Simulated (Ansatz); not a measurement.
# CoSi: the cost of one run

Computed with Ansatz 0.2.0, Gaussian basis. Level: def2-TZVPP, core rule «outside noble gas», up to 14 orbitals frozen.

The runs, in order: UHF; ROHF; CCSD(T) on UHF.

### 1 The geometry

The geometry is a PBE0/def2-TZVP stationary point (not a proven minimum) of the parent state, kept for this charge and spin.

2 atoms, charge 0, spin multiplicity 2.

Atoms are counted from 1 here; the program's logs count them from 0.

Bond lengths: Co1–Si2 2.231 Å.

### 2 UHF

The input, in.yaml:

```yaml
crystal:
  periodic: [false, false, false]
  atoms:
    - {symbol: Co, position_ang: [0.000000, 0.000000, 0.000000]}
    - {symbol: Si, position_ang: [0.000000, 0.000000, 2.230600]}
basis:
  gaussian: {orbitals: def2-TZVPP}
magnetization: {spin_polarized: true, initial_magnetization: 1}
hamiltonian: {xc: hf}
output: {orbitals: {seedname: orbitals}}
```

The run is started by

```
$ ansatz run in.yaml --threads 1 --pin off --events-out ev --progress --plain --max-ram 4096MiB --backend cpu
```

Q: Estimate wall time and peak memory on 1 thread of AMD EPYC 7R13, shared host.

About 46 s, with a peak of 0.35 GiB.
